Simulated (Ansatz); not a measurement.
# RhN: the cost of one run

Computed with Ansatz 0.2.0 (DFT PBE+U (U_eff = 2 eV on Rh d), plane waves, PAW, unless a step's input says otherwise).

### Step 1. The starting structure

The structure is tetragonal, space group P4_2/mmc (No. 131). The conventional cell has a = 3.575 Å, b = 3.575 Å, c = 4.450 Å, α = 90.00°, β = 90.00°, γ = 90.00°. Rh (site symmetry mmm) is surrounded by 4 N at 2.11 Å. N (site symmetry -4m2) is surrounded by 4 Rh at 2.11 Å.

Structure file:

```xyz
8
Lattice="3.5747 3.5747 0.0000 0.0000 7.1494 0.0000 0.0000 0.0000 4.4505" Properties=species:S:1:pos:R:3 pbc="T T T"
Rh    0.0000    1.7873    0.0000
Rh    1.7873    7.1494    2.2252
N     0.0000    0.0000    1.1126
N     0.0000    0.0000    3.3379
Rh    0.0000    5.3620    0.0000
Rh    1.7873    3.5747    2.2252
N     0.0000    3.5747    1.1126
N     0.0000    3.5747    3.3379
```

Magnetic order typed: antiferromagnetic, doubled cell 1/2 1/2 0.

### Step 2. From atoms, symmetry kept, no search

Contents of input.yaml:

```yaml
crystal:
  lattice:
    - [3.57467766, 3.57467766, 0.0]
    - [0.0, 7.14935532, 0.0]
    - [0.0, 0.0, 4.45048206]
  atoms:
    - { symbol: Rh, position: [0.0, 0.25, 0.0], spin: 4.0 }
    - { symbol: Rh, position: [0.5, 0.75, 0.5], spin: 4.0 }
    - { symbol: "N", position: [0.0, 0.0, 0.25] }
    - { symbol: "N", position: [0.0, 0.0, 0.75] }
    - { symbol: Rh, position: [0.0, 0.75, 0.0], spin: -4.0 }
    - { symbol: Rh, position: [0.5, 0.25, 0.5], spin: -4.0 }
    - { symbol: "N", position: [0.0, 0.5, 0.25] }
    - { symbol: "N", position: [0.0, 0.5, 0.75] }
basis:
  ecutwfc: 420
  ecutrho_ratio: 4
kpoints:
  mp_grid: { grid: [5, 5, 4] }
hamiltonian:
  xc: pbe
  hubbard:
    sites:
      - { site: 0, l: d, u_eff: 2.0 }
      - { site: 1, l: d, u_eff: 2.0 }
      - { site: 4, l: d, u_eff: 2.0 }
      - { site: 5, l: d, u_eff: 2.0 }
scf:
  occupations: { method: gaussian, width: 0.05 }
  lower_state_search: "off"
  max_iter: 150
output:
  forces: true
  stress: true
  eigenvalues: true
  populations: true
  hubbard:
    sites:
      - { site: 0, l: d }
      - { site: 1, l: d }
      - { site: 4, l: d }
      - { site: 5, l: d }
magnetization:
  spin_polarized: true
```

Launch:

```sh
> ansatz run input.yaml --threads 4 --pin off --max-ram 6144MiB --backend cpu --events-out ev --progress --plain --runs-dir out
```

What time and memory should one allow on 4 threads of Arm Neoverse N1, shared host?

About 16 s, with a peak of 0.69 GiB.
